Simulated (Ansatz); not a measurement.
**GaHF radical (SMILES [F][GaH]): functionals against CCSD(T) at one geometry**

Aim: energy, forces and dipole at a structure displaced at random from a GFN2-xTB minimum, from CCSD(T) and from density functionals.

The runs use Ansatz 0.2.0, Gaussian basis; single points in def2-TZVPP.

Cores are frozen in the correlated methods. Filled d shells of the heavier atoms are correlated. Orbitals are unrestricted.

## Step 1: Where the work starts

SMILES `[F][GaH]`, 3 atoms, charge 0, spin multiplicity 2.

Atoms are counted from 1 here; the program's logs count them from 0.

Bond lengths: F1–Ga2 1.879 Å, Ga2–H3 1.688 Å. Angles: F1–Ga2–H3 109.0°.

Coordinates:

```xyz
3

F    -1.3240    0.4845   -0.7007
Ga    0.3276    0.5498    0.1922
H     0.9182   -1.0212    0.3705
```

## Step 2: CCSD(T)/def2-TZVPP

The input, run/in.yaml:

```yaml
crystal:
  periodic: [false, false, false]
  atoms:
    - {symbol: F, position_ang: [-1.324000, 0.484500, -0.700700]}
    - {symbol: Ga, position_ang: [0.327600, 0.549800, 0.192200]}
    - {symbol: H, position_ang: [0.918200, -1.021200, 0.370500]}
basis:
  gaussian: {orbitals: def2-TZVPP}
magnetization: {spin_polarized: true, initial_magnetization: 1}
correlation: {method: ccsd_t}
scf: {omitted_lower_state_checks: [cluster_reference]}
output: {forces: true}
```

The command line of these runs was not kept.

## Step 3: PBE0-D4/def2-TZVPP

Changes to run/in.yaml since step 2:

```diff
@@ -9,4 +9,3 @@
 magnetization: {spin_polarized: true, initial_magnetization: 1}
-correlation: {method: ccsd_t}
-scf: {omitted_lower_state_checks: [cluster_reference]}
-output: {forces: true}
+hamiltonian: {xc: pbe0, dispersion: d4}
+output: {forces: true, orbitals: {seedname: orbitals}}
```

## Step 4: wB97M-V/def2-TZVPP

Changes to run/in.yaml since step 3:

```diff
@@ -9,3 +9,3 @@
 magnetization: {spin_polarized: true, initial_magnetization: 1}
-hamiltonian: {xc: pbe0, dispersion: d4}
-output: {forces: true, orbitals: {seedname: orbitals}}
+hamiltonian: {xc: {name: wB97M-V}}
+output: {forces: true}
```

## Step 5: r2SCAN-D4/def2-TZVPP

Changes to run/in.yaml since step 4:

```diff
@@ -9,3 +9,3 @@
 magnetization: {spin_polarized: true, initial_magnetization: 1}
-hamiltonian: {xc: {name: wB97M-V}}
+hamiltonian: {xc: r2scan, dispersion: d4}
 output: {forces: true}
```

## Step 6: PBE-D4/def2-TZVPP

Changes to run/in.yaml since step 5:

```diff
@@ -9,3 +9,3 @@
 magnetization: {spin_polarized: true, initial_magnetization: 1}
-hamiltonian: {xc: r2scan, dispersion: d4}
+hamiltonian: {xc: pbe, dispersion: d4}
 output: {forces: true}
```

## Step 7: r2SCAN0-D4/def2-TZVPP

Changes to run/in.yaml since step 6:

```diff
@@ -9,3 +9,3 @@
 magnetization: {spin_polarized: true, initial_magnetization: 1}
-hamiltonian: {xc: pbe, dispersion: d4}
+hamiltonian: {xc: {name: r2SCAN0}, dispersion: d4}
 output: {forces: true}
```

## Step 8: wB97X-V/def2-TZVPP

Changes to run/in.yaml since step 7:

```diff
@@ -9,3 +9,3 @@
 magnetization: {spin_polarized: true, initial_magnetization: 1}
-hamiltonian: {xc: {name: r2SCAN0}, dispersion: d4}
+hamiltonian: {xc: {name: wB97X-V}}
 output: {forces: true}
```

(Steps that only read results are left out.)

**Question.** What will these runs give? Wanted: energy less free atoms, CCSD(T)/def2-TZVPP; RMS force component; RMS force error; HOMO and LUMO, PBE0-D4; T1 diagnostic.

As calculated:

| quantity | value |
| --- | --- |
| energy less free atoms, CCSD(T)/def2-TZVPP | -159.3 kcal/mol |
| RMS force component | 0.682 to 1.074 eV/Å over the methods |
| RMS force error | PBE0-D4 0.095, wB97M-V 0.084, r2SCAN-D4 0.088, PBE-D4 0.336, r2SCAN0-D4 0.082, wB97X-V 0.053 eV/Å |
| HOMO and LUMO, PBE0-D4 | -6.89 and -3.53 eV |
| T1 diagnostic | 0.018 |

Against CCSD(T) the functionals' energies less atoms differ by -7.8 to +0.2 kcal/mol, PBE-D4 by -7.8 kcal/mol. CCSD(T) in triple zeta still lacks some correlation energy of the bonds, so part of these gaps is its own basis error and they don't rank the functionals. For forces wB97X-V does best and PBE-D4 worst. Frozen-core CCSD(T) forces in triple zeta carry basis errors of their own, and this is one geometry, so small gaps rank nothing.
